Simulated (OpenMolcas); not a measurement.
**F⁴⁺: RASSCF and RASPT2 terms and fine-structure levels**

Aim: the low terms and levels of F⁴⁺, with their order and spacing, then second-order correlation under several settings.

Program: OpenMolcas 26.06. Level of theory: state-averaged RASSCF and RASPT2, spin-orbit coupling by RASSI with atomic mean-field integrals. These are calculated values, not measurements, unless marked.

### 1 The atom as given

* Species: F⁴⁺ (fluorine, Z = 9, 5 electrons)
* Basis: ANO-R2 [4s4p2d1f], 33 functions
* Scalar Hamiltonian: X2C, finite nucleus
* Inactive shells: 1s
* Active space: 3 electrons in 9 orbitals (RAS2 2s 2p; RAS3 3d, at most 2 electrons)
* Some configurations of this space: 2p3, 2s 2p2, 2s2 2p
* Orbitals: optimised for each spin and parity, averaged over the low roots

Outer shells as boxes (Hund's rule):

2p3
```
2p [↑ ][↑ ][↑ ]
```

2s 2p2
```
2s [↑ ]
2p [↑ ][↑ ][  ]
```

2s2 2p
```
2s [↑↓]
2p [↑ ][  ][  ]
```

The work runs as a chain of OpenMolcas steps in one folder; each step below is one input file. Labels, J, g values, rates, χT and fits are worked out afterwards by a script from the matrices that RASSI stores.

### 2 One- and two-electron integrals

Input file a.inp:

```
&GATEWAY
Coord
1

F 0.0 0.0 0.0
Basis=ANO-R2
Group=XYZ
NoMove
AngMom=0.0 0.0 0.0
AMFI
&SEWARD
```

### 3 Start orbitals from a smaller active space

Input file a.inp:

```
&RASSCF
FileOrb=start.orb
Symmetry=2
Spin=4
nActEl=3 0 0
Inactive=1 0
Ras2=1 3
CIRoot=1 1 1
SDav=1
CIMx=300
Iter=120 100
PrWF=0.3
OrbListing=Nothing
MaxOrb=0
Atom
>>> COPY $Project.JobIph JOBPRE
```

### 4 RASSCF: quartets of odd parity, 1 root

Input file a.inp:

```
&RASSCF
FileOrb=start.orb
Symmetry=2
Spin=4
nActEl=3 0 2
Inactive=1 0
Ras2=1 3
Ras3=5 0
CIRoot=1 1 1
SDav=46
CIMx=300
Iter=120 100
PrWF=0.3
OrbListing=Nothing
MaxOrb=0
Thrs=2.0e-7 1.0e-1 5.0e-4
Atom
>>> COPY $Project.JobIph JOB001
```

### 5 Reference wave functions, doublets of odd parity, 11 roots

Input file a.inp:

```
&RASSCF
FileOrb=start.orb
Symmetry=2
Spin=2
nActEl=3 0 2
Inactive=1 0
Ras2=1 3
Ras3=5 0
CIRoot=11 11 1
SDav=116
CIMx=300
Iter=120 100
PrWF=0.3
OrbListing=Nothing
MaxOrb=0
Thrs=2.0e-7 1.0e-1 5.0e-4
Atom
>>> COPY $Project.JobIph JOB002
```

### 6 Reference wave functions, quartets of even parity, 3 roots

Input file a.inp:

```
&RASSCF
FileOrb=start.orb
Symmetry=1
Spin=4
nActEl=3 0 2
Inactive=1 0
Ras2=1 3
Ras3=5 0
CIRoot=3 3 1
SDav=28
CIMx=300
Iter=120 100
PrWF=0.3
OrbListing=Nothing
MaxOrb=0
Thrs=2.0e-7 1.0e-1 5.0e-4
Atom
>>> COPY $Project.JobIph JOB003
```

### 7 Reference wave functions, doublets of even parity, 9 roots

Input file a.inp:

```
&RASSCF
FileOrb=start.orb
Symmetry=1
Spin=2
nActEl=3 0 2
Inactive=1 0
Ras2=1 3
Ras3=5 0
CIRoot=9 9 1
SDav=84
CIMx=300
Iter=120 100
PrWF=0.3
OrbListing=Nothing
MaxOrb=0
Thrs=2.0e-7 1.0e-1 5.0e-4
Atom
>>> COPY $Project.JobIph JOB004
```

### 8 RASSI: spin-orbit coupling between the states

Input file a.inp:

```
&RASSI
NrOfJobIphs=4 1 8 3 9
1
1 2 3 4 5 6 7 8
1 2 3
1 2 3 4 5 6 7 8 9
IphNames
JOB001
JOB002
JOB003
JOB004
EJob
SpinOrbit
DIPRint=1.0
SOCoupling=1000.0
Subsets=2
MEES
Property=10
'ANGMOM' 1 'ANGMOM' 2 'ANGMOM' 3 'MLTPL  1' 1 'MLTPL  1' 2 'MLTPL  1' 3
'AMFI' 1 'AMFI' 2 'AMFI' 3 'MLTPL  2' 6
SOProperty=3
'ANGMOM' 1 'ANGMOM' 2 'ANGMOM' 3
```

### 9 CASPT2: IPEA 0.25, imaginary shift 0.1 (closed shells correlated: 1s)

Input file a.inp:

```
>>> COPY JOB001 $Project.JobIph
&CASPT2
Multistate=1 1
Frozen=0 0
IPEA=0.25
Imaginary=0.1
MaxIter=60
WThr=0.0 0.3 0.05
PrWF=0.5
NoMix
>>> COPY JOB002 $Project.JobIph
&CASPT2
Multistate=8 1 2 3 4 5 6 7 8
Frozen=0 0
IPEA=0.25
Imaginary=0.1
MaxIter=60
WThr=0.0 0.3 0.05
PrWF=0.5
NoMix
>>> COPY JOB003 $Project.JobIph
&CASPT2
Multistate=3 1 2 3
Frozen=0 0
IPEA=0.25
Imaginary=0.1
MaxIter=60
WThr=0.0 0.3 0.05
PrWF=0.5
NoMix
>>> COPY JOB004 $Project.JobIph
&CASPT2
Multistate=9 1 2 3 4 5 6 7 8 9
Frozen=0 0
IPEA=0.25
Imaginary=0.1
MaxIter=60
WThr=0.0 0.3 0.05
PrWF=0.5
NoMix
```

### 10 CASPT2: IPEA 0.5, imaginary shift 0.1 (closed shells correlated: 1s)

Changes to a.inp since step 9:

```diff
@@ -4,3 +4,3 @@
 Frozen=0 0
-IPEA=0.25
+IPEA=0.5
 Imaginary=0.1
@@ -14,3 +14,3 @@
 Frozen=0 0
-IPEA=0.25
+IPEA=0.5
 Imaginary=0.1
@@ -24,3 +24,3 @@
 Frozen=0 0
-IPEA=0.25
+IPEA=0.5
 Imaginary=0.1
@@ -34,3 +34,3 @@
 Frozen=0 0
-IPEA=0.25
+IPEA=0.5
 Imaginary=0.1
```

(Steps that only read results are left out.)

Q: Predict the outcome of this session. Wanted: lowest level; first excited level; lowest level of another term; spin-orbit lowering of the lowest level; strongest of the lines computed, by gA, at SS-RASPT2 energies.

As calculated:

| quantity | value |
| --- | --- |
| method | SS-RASPT2, IPEA 0.25, imaginary shift 0.1 (closed shells correlated: 1s) |
| lowest level | 2s2 2p 2P* 1/2, 100 % of that term, g = 0.666 |
| ground level listed by NIST | 2P°1/2 |
| first excited level | 2s2 2p 2P* 3/2 at 678 cm-1 |
| lowest level of another term | 2s 2p2 4P 1/2 at 85070 cm-1 |
| spin-orbit lowering of the lowest level | 452 cm-1 |
| strongest of the lines computed, by gA, at SS-RASPT2 energies | 2s 2p2 2P 3/2 → 2s2 2p 2P* 3/2, 46.27 nm, A = 7.60e+09 s⁻¹ |

Cost and accuracy by method:

```
                                           method  time of its own steps  time with the reference  mean absolute difference from the measured levels (cm-1)
                                        A. RASSCF                   17 s                     17 s                                                      3100
B. SS-RASPT2, IPEA 0.25, imaginary shift 0.1, +1s                  8.6 s                     26 s                                                      1000
 C. SS-RASPT2, IPEA 0.5, imaginary shift 0.1, +1s                  8.7 s                     26 s                                                      1000
```

Times are of one thread on a shared host.

The multiplet 2P* is regular. Method B lies closest to the measured levels (1000 cm⁻¹ on average, level with C) and A farthest (3100). Only the configurations of the active space and the roots asked for are present. Not all states of the active space went into the spin-orbit step. The levels of the extra active shells were not computed. Only valence configurations of the active space appear, up to the ionisation limit; * or ° marks odd parity.
